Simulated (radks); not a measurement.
# Te²⁻ held by a Watson sphere

Aim: the size and levels of Te²⁻ inside a shell of charge +2 and radius R, which stands for the Madelung well of a crystal, for several R.

Method: scalar-relativistic Kohn-Sham, r2SCAN, spin-unpolarised, spherical densities, finite nucleus. Code: radks (a radial shooting solver on a logarithmic mesh, Libxc functionals) version 1.

### 1 The system

```
element            : tellurium (Z = 52)
charge             : -2
electrons          : 54
configuration      : [Xe]
nuclear rms radius : 4.7423 fm
```

Outer shells as boxes (Hund's rule):

Te²⁻
```
[Kr] core
4d [↑↓][↑↓][↑↓][↑↓][↑↓]
5s [↑↓]
5p [↑↓][↑↓][↑↓]
```

### 2 R = 2.73 bohr

The run's settings:

```text
Z 52
configuration [Xe]
relativity scalar-relativistic
functional r2scan,r2scan
spin unpolarised
nucleus finite rms 4.7423 fm
c 137.035999084
watson charge 2 radius 2.73 bohr
```

The run is started by

```console
> python run_ks.py task.json out
```

All runs below come from this command, one after another.

### 3 R = 3.68 bohr

Input: that of step 2 with these lines changed.

```diff
@@ -7,2 +7,2 @@
 c 137.035999084
-watson charge 2 radius 2.73 bohr
+watson charge 2 radius 3.68 bohr
```

### 4 R = 4.08 bohr

Input: that of step 3 with these lines changed.

```diff
@@ -7,2 +7,2 @@
 c 137.035999084
-watson charge 2 radius 3.68 bohr
+watson charge 2 radius 4.08 bohr
```

### 5 R = 4.42 bohr

Input: that of step 4 with these lines changed.

```diff
@@ -7,2 +7,2 @@
 c 137.035999084
-watson charge 2 radius 4.08 bohr
+watson charge 2 radius 4.42 bohr
```

### 6 R = 4.52 bohr

Input: that of step 5 with these lines changed.

```diff
@@ -7,2 +7,2 @@
 c 137.035999084
-watson charge 2 radius 4.42 bohr
+watson charge 2 radius 4.52 bohr
```

### 7 R = 4.54 bohr

Input: that of step 6 with these lines changed.

```diff
@@ -7,2 +7,2 @@
 c 137.035999084
-watson charge 2 radius 4.52 bohr
+watson charge 2 radius 4.54 bohr
```

### 8 R = 5.25 bohr

Input: that of step 7 with these lines changed.

```diff
@@ -7,2 +7,2 @@
 c 137.035999084
-watson charge 2 radius 4.54 bohr
+watson charge 2 radius 5.25 bohr
```

### 9 R = 5.28 bohr

Input: that of step 8 with these lines changed.

```diff
@@ -7,2 +7,2 @@
 c 137.035999084
-watson charge 2 radius 5.25 bohr
+watson charge 2 radius 5.28 bohr
```

### 10 R = 5.39 bohr

Input: that of step 9 with these lines changed.

```diff
@@ -7,2 +7,2 @@
 c 137.035999084
-watson charge 2 radius 5.28 bohr
+watson charge 2 radius 5.39 bohr
```

Q: Predict the outcome of this session. Wanted: for each run, R; highest level; its <r>; sum of <r²>.

The runs gave:

| R (bohr) | highest level (eV) | its <r> (bohr) | sum of <r²> (bohr²) |
| --- | --- | --- | --- |
| 2.73 | -7.271 | 2.675 | 79.02 |
| 3.68 | -5.848 | 2.898 | 88.82 |
| 4.08 | -5.280 | 2.977 | 92.59 |
| 4.42 | -4.830 | 3.037 | 95.63 |
| 4.52 | -4.703 | 3.054 | 96.50 |
| 4.54 | -4.678 | 3.057 | 96.67 |
| 5.25 | -3.868 | 3.163 | 102.5 |
| 5.28 | -3.837 | 3.167 | 102.8 |
| 5.39 | -3.725 | 3.182 | 103.6 |

What this shows: From R = 2.73 to 5.39 bohr the top level moves from -7.271 to -3.725 eV and its mean radius from 2.68 to 3.18 bohr. A wider sphere makes a shallower well, so the ion swells.
